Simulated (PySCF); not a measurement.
**A gas-phase reaction: AlH3O2S + CH4 → CH5AlO2 + H2S**

Wanted: the reaction energy for `[OH][Al]([OH])[SH]` + `C` → `[CH3][Al]([OH])[OH]` + `S`.

Computed with PySCF 2.14.0; each step states its level. No surroundings beyond the atoms listed, unless a continuum is named. Atoms count from 0, parts from 1.

### 1 Starting point

Each species was relaxed by itself at PBE0-D3(BJ)/def2-SVPD.

### 2 Energies of the species: wB97M-D3(BJ)/def2-TZVPD

Job settings and geometry (Å):

```
{"job": {"kind": "react", "xc": "wB97M-D3(BJ)", "basis": "def2-TZVPD"}, "charge": 0, "multiplicity": 1}
-1 AlH3O2S charge 0 multiplicity 1
O      0.453960     0.716240    -1.407080
Al    -0.071550     0.059070     0.075590
O     -1.092620     0.958010     1.105630
S      0.610430    -1.948440     0.578660
H      0.214240     1.583530    -1.734300
H     -1.431140     0.675890     1.954680
H      1.316720    -2.044360    -0.573190

-1 CH4 charge 0 multiplicity 1
C     -0.002800    -0.000080     0.001530
H      0.879170    -0.305360    -0.574930
H     -0.219830     1.057190    -0.194550
H      0.193140    -0.140790     1.071670
H     -0.863700    -0.611380    -0.296050

+1 CH5AlO2 charge 0 multiplicity 1
C      0.434470     0.654250     1.297740
Al    -0.135090    -0.178930    -0.351230
O     -0.418520    -1.871350    -0.371410
O     -0.332560     0.800160    -1.747760
H      1.523010     0.824210     1.295670
H     -0.039790     1.638100     1.432320
H      0.200530     0.031540     2.173240
H     -0.674170    -2.409500    -1.118890
H     -0.585420     0.513110    -2.623800

+1 H2S charge 0 multiplicity 1
S     -0.010020     0.615420    -0.003780
H     -0.979890    -0.323530     0.009380
H      0.969820    -0.313210    -0.004440
```

With the program's defaults for keys left out, this is: wB97M-D3(BJ)/def2-TZVPD reaction energy of separated species, gas phase.

The run is started by

```console
$ OMP_NUM_THREADS=1 python cluster_run.py task.json out
```

The driver reads the jobs from task.json and runs them one after another.

The program printed:

```text
species 1 (AlH3O2S)
coarse grid: 30448 points
cycle   1  E = -793.0632264042  dE =  2.100e-01  |g| = 9.880e-01  |ddm| = 2.237e+00
cycle   2  E = -793.0205638039  dE =  4.266e-02  |g| = 1.177e+00  |ddm| = 1.505e+00
cycle   3  E = -793.2508787590  dE = -2.303e-01  |g| = 5.602e-02  |ddm| = 7.779e-01
cycle   4  E = -793.2518483324  dE = -9.696e-04  |g| = 2.303e-02  |ddm| = 8.226e-02
cycle   5  E = -793.2520143143  dE = -1.660e-04  |g| = 6.980e-03  |ddm| = 2.722e-02
cycle   6  E = -793.2520327920  dE = -1.848e-05  |g| = 2.349e-03  |ddm| = 1.174e-02
cycle   7  E = -793.2520346606  dE = -1.869e-06  |g| = 1.380e-03  |ddm| = 3.014e-03
final grid: 62168 points
cycle   8  E = -793.2520117293  dE = -1.986e-07  |g| = 1.603e-03  |ddm| = 2.926e-03
cycle   9  E = -793.2520115767  dE =  1.526e-07  |g| = 1.945e-03  |ddm| = 1.976e-03
cycle  10  E = -793.2520121797  dE = -6.030e-07  |g| = 6.268e-05  |ddm| = 1.066e-03
cycle  11  E = -793.2520121846  dE = -4.884e-09  |g| = 3.106e-05  |ddm| = 1.620e-04
cycle  12  E = -793.2520121851  dE = -5.492e-10  |g| = 4.009e-06  |ddm| = 6.971e-05
converged SCF energy = -793.2520121851

species 2 (CH4)
coarse grid: 15072 points
cycle   1  E = -40.5278796973  dE = -1.934e-01  |g| = 1.334e-01  |ddm| = 1.251e+00
cycle   2  E = -40.5302926695  dE = -2.413e-03  |g| = 8.951e-02  |ddm| = 1.944e-01
cycle   3  E = -40.5321576868  dE = -1.865e-03  |g| = 5.682e-03  |ddm| = 4.933e-02
cycle   4  E = -40.5321674143  dE = -9.727e-06  |g| = 3.956e-04  |ddm| = 1.276e-02
final grid: 32696 points
cycle   5  E = -40.5321634584  dE = -9.429e-08  |g| = 9.444e-05  |ddm| = 2.521e-03
cycle   6  E = -40.5321634645  dE = -6.161e-09  |g| = 3.077e-05  |ddm| = 6.949e-04
cycle   7  E = -40.5321634651  dE = -5.320e-10  |g| = 1.570e-05  |ddm| = 2.171e-04
converged SCF energy = -40.5321634651

species 3 (CH5AlO2)
coarse grid: 34256 points
cycle   1  E = -434.1032783719  dE =  1.579e-01  |g| = 1.001e+00  |ddm| = 2.494e+00
cycle   2  E = -434.0520690934  dE =  5.121e-02  |g| = 1.201e+00  |ddm| = 1.565e+00
cycle   3  E = -434.2926468013  dE = -2.406e-01  |g| = 4.568e-02  |ddm| = 7.717e-01
cycle   4  E = -434.2933532973  dE = -7.065e-04  |g| = 2.183e-02  |ddm| = 8.101e-02
cycle   5  E = -434.2934951197  dE = -1.418e-04  |g| = 6.352e-03  |ddm| = 2.885e-02
cycle   6  E = -434.2935116323  dE = -1.651e-05  |g| = 1.385e-03  |ddm| = 9.461e-03
cycle   7  E = -434.2935129282  dE = -1.296e-06  |g| = 2.897e-04  |ddm| = 2.996e-03
final grid: 72376 points
cycle   8  E = -434.2934888229  dE = -1.274e-07  |g| = 1.787e-04  |ddm| = 4.698e-03
cycle   9  E = -434.2934888325  dE = -9.541e-09  |g| = 1.570e-04  |ddm| = 7.173e-04
cycle  10  E = -434.2934888372  dE = -4.791e-09  |g| = 3.636e-05  |ddm| = 1.250e-04
cycle  11  E = -434.2934888380  dE = -7.727e-10  |g| = 1.490e-05  |ddm| = 1.052e-04
converged SCF energy = -434.2934888380

species 4 (H2S)
coarse grid: 11264 points
cycle   1  E = -399.4336010981  dE = -1.424e-01  |g| = 1.945e-01  |ddm| = 1.016e+00
cycle   2  E = -399.4459452115  dE = -1.234e-02  |g| = 1.106e-01  |ddm| = 2.399e-01
cycle   3  E = -399.4491446020  dE = -3.199e-03  |g| = 1.578e-02  |ddm| = 9.278e-02
cycle   4  E = -399.4492189440  dE = -7.434e-05  |g| = 4.851e-03  |ddm| = 1.790e-02
cycle   5  E = -399.4492311813  dE = -1.224e-05  |g| = 9.336e-04  |ddm| = 7.536e-03
cycle   6  E = -399.4492319125  dE = -7.312e-07  |g| = 1.776e-04  |ddm| = 2.124e-03
final grid: 22496 points
cycle   7  E = -399.4492195558  dE = -2.324e-08  |g| = 1.134e-04  |ddm| = 6.086e-04
cycle   8  E = -399.4492195588  dE = -2.975e-09  |g| = 6.804e-05  |ddm| = 1.500e-04
cycle   9  E = -399.4492195596  dE = -7.648e-10  |g| = 8.735e-06  |ddm| = 5.991e-05
converged SCF energy = -399.4492195596

Reaction energy = 26.027 kcal/mol
```

It took 30 s on 1 thread of Arm Neoverse V1, shared host; peak memory 0.72 GiB.

Species by species (with the dispersion term, which the log's SCF energies lack):

| ν | species | energy (Eh) | HOMO (eV) |
| --- | --- | --- | --- |
| -1 | [OH][Al]([OH])[SH] | -793.25740 | -10.02 |
| -1 | C | -40.53455 | -13.46 |
| +1 | [CH3][Al]([OH])[OH] | -434.29991 | -11.08 |
| +1 | S | -399.45056 | -9.89 |

### 3 Reaction energy: PBE0-D3(BJ)/def2-TZVPD

The job, as its differences from that of step 2:

```diff
@@ -1,2 +1,2 @@
-{"job": {"kind": "react", "xc": "wB97M-D3(BJ)", "basis": "def2-TZVPD"}, "charge": 0, "multiplicity": 1}
+{"job": {"kind": "react", "xc": "PBE0", "basis": "def2-TZVPD", "disp": "d3bj"}, "charge": 0, "multiplicity": 1}
 -1 AlH3O2S charge 0 multiplicity 1
```

Level: PBE0-D3(BJ)/def2-TZVPD reaction energy of separated species, gas phase.

The program printed:

```text
species 1 (AlH3O2S)
coarse grid: 7280 points
cycle   1  E = -792.5029840668  dE =  3.093e-01  |g| = 1.084e+00  |ddm| = 2.345e+00
cycle   2  E = -792.0567652833  dE =  4.462e-01  |g| = 1.868e+00  |ddm| = 2.029e+00
cycle   3  E = -792.7132679656  dE = -6.565e-01  |g| = 1.141e-01  |ddm| = 1.359e+00
cycle   4  E = -792.7159046344  dE = -2.637e-03  |g| = 5.842e-02  |ddm| = 1.577e-01
cycle   5  E = -792.7167199023  dE = -8.153e-04  |g| = 8.968e-03  |ddm| = 5.893e-02
cycle   6  E = -792.7167310164  dE = -1.111e-05  |g| = 5.032e-03  |ddm| = 1.006e-02
cycle   7  E = -792.7167352551  dE = -4.239e-06  |g| = 1.301e-03  |ddm| = 3.715e-03
final grid: 62168 points
cycle   8  E = -792.7177477322  dE = -3.232e-05  |g| = 8.118e-03  |ddm| = 3.876e-02
cycle   9  E = -792.7177372449  dE =  1.049e-05  |g| = 1.103e-02  |ddm| = 1.245e-02
cycle  10  E = -792.7177575070  dE = -2.026e-05  |g| = 1.385e-03  |ddm| = 7.896e-03
cycle  11  E = -792.7177578165  dE = -3.095e-07  |g| = 2.599e-04  |ddm| = 1.195e-03
cycle  12  E = -792.7177578337  dE = -1.722e-08  |g| = 6.799e-05  |ddm| = 2.912e-04
cycle  13  E = -792.7177578347  dE = -1.026e-09  |g| = 2.386e-05  |ddm| = 6.479e-05
cycle  14  E = -792.7177578348  dE = -1.037e-10  |g| = 8.546e-06  |ddm| = 2.174e-05
converged SCF energy = -792.7177578348

species 2 (CH4)
coarse grid: 3568 points
cycle   1  E = -40.4584447629  dE = -2.006e-01  |g| = 2.715e-01  |ddm| = 1.409e+00
cycle   2  E = -40.4548058844  dE =  3.639e-03  |g| = 2.993e-01  |ddm| = 3.089e-01
cycle   3  E = -40.4776088208  dE = -2.280e-02  |g| = 2.105e-03  |ddm| = 1.506e-01
cycle   4  E = -40.4776096398  dE = -8.190e-07  |g| = 2.124e-04  |ddm| = 2.627e-03
final grid: 32696 points
cycle   5  E = -40.4741141433  dE = -1.532e-05  |g| = 4.497e-03  |ddm| = 6.353e-02
cycle   6  E = -40.4741131275  dE =  1.016e-06  |g| = 4.894e-03  |ddm| = 6.301e-03
cycle   7  E = -40.4741189505  dE = -5.823e-06  |g| = 4.793e-05  |ddm| = 2.487e-03
cycle   8  E = -40.4741189512  dE = -6.244e-10  |g| = 1.158e-05  |ddm| = 8.782e-05
converged SCF energy = -40.4741189512

species 3 (CH5AlO2)
coarse grid: 7984 points
cycle   1  E = -433.6567897543  dE =  2.056e-01  |g| = 1.123e+00  |ddm| = 2.652e+00
cycle   2  E = -433.2216974687  dE =  4.351e-01  |g| = 1.873e+00  |ddm| = 2.036e+00
cycle   3  E = -433.8862628196  dE = -6.646e-01  |g| = 1.264e-01  |ddm| = 1.269e+00
cycle   4  E = -433.8888949536  dE = -2.632e-03  |g| = 6.550e-02  |ddm| = 1.425e-01
cycle   5  E = -433.8899549882  dE = -1.060e-03  |g| = 5.494e-03  |ddm| = 5.224e-02
cycle   6  E = -433.8899604057  dE = -5.417e-06  |g| = 1.180e-03  |ddm| = 5.550e-03
final grid: 72376 points
cycle   7  E = -433.8863474704  dE = -3.029e-05  |g| = 8.624e-03  |ddm| = 1.102e-01
cycle   8  E = -433.8863300883  dE =  1.738e-05  |g| = 1.281e-02  |ddm| = 1.389e-02
cycle   9  E = -433.8863617452  dE = -3.166e-05  |g| = 9.783e-04  |ddm| = 8.664e-03
cycle  10  E = -433.8863619105  dE = -1.653e-07  |g| = 2.456e-04  |ddm| = 8.374e-04
cycle  11  E = -433.8863619253  dE = -1.474e-08  |g| = 2.634e-05  |ddm| = 2.157e-04
cycle  12  E = -433.8863619254  dE = -1.276e-10  |g| = 7.378e-06  |ddm| = 3.235e-05
converged SCF energy = -433.8863619254

species 4 (H2S)
coarse grid: 2864 points
cycle   1  E = -399.2518632022  dE = -9.251e-02  |g| = 1.630e-01  |ddm| = 1.023e+00
cycle   2  E = -399.2538573765  dE = -1.994e-03  |g| = 1.600e-01  |ddm| = 2.978e-01
cycle   3  E = -399.2614717661  dE = -7.614e-03  |g| = 1.497e-02  |ddm| = 1.477e-01
cycle   4  E = -399.2614863782  dE = -1.461e-05  |g| = 1.103e-03  |ddm| = 5.881e-03
cycle   5  E = -399.2614867586  dE = -3.804e-07  |g| = 6.136e-04  |ddm| = 1.717e-03
final grid: 22496 points
cycle   6  E = -399.2625174445  dE = -7.084e-06  |g| = 4.896e-03  |ddm| = 1.692e-02
cycle   7  E = -399.2625180771  dE = -6.327e-07  |g| = 3.960e-03  |ddm| = 6.698e-03
cycle   8  E = -399.2625210097  dE = -2.933e-06  |g| = 2.911e-04  |ddm| = 3.504e-03
cycle   9  E = -399.2625210374  dE = -2.777e-08  |g| = 3.582e-05  |ddm| = 2.357e-04
cycle  10  E = -399.2625210378  dE = -3.616e-10  |g| = 6.382e-06  |ddm| = 2.919e-05
converged SCF energy = -399.2625210378

Reaction energy = 27.115 kcal/mol
```

Wall time 14 s (1 thread of Arm Neoverse V1, shared host); peak memory 0.61 GiB.

Reaction energy at this level: 27.12 kcal/mol.

### 4 Side by side

Energies in kcal/mol, with wall time:

| run | reaction | time |
| --- | --- | --- |
| wB97M-D3(BJ)/def2-TZVPD | 26.03 | 30 s |
| PBE0-D3(BJ)/def2-TZVPD | 27.12 | 14 s |

### 5 What came out

| quantity | value |
| --- | --- |
| reaction energy (wB97M-D3(BJ)/def2-TZVPD) | 26.03 kcal/mol |
| ΔH, ΔG at 298 K (xTB thermal terms) | +22.6, +22.4 kcal/mol |
| range of the reaction energy over the runs of this table | 26.03 to 27.12 kcal/mol |

**Reading.** The reaction is endothermic by 22.6 kcal/mol in the gas phase; dispersion gives +0.01, and xTB itself gave 32.84 for the electronic energy (xTB energies and thermal terms come from the earlier relaxation of each species, not shown). No barrier was sought. The reaction energy runs from 26.03 (wB97M-D3(BJ)/def2-TZVPD) to 27.12 kcal/mol (PBE0-D3(BJ)/def2-TZVPD).
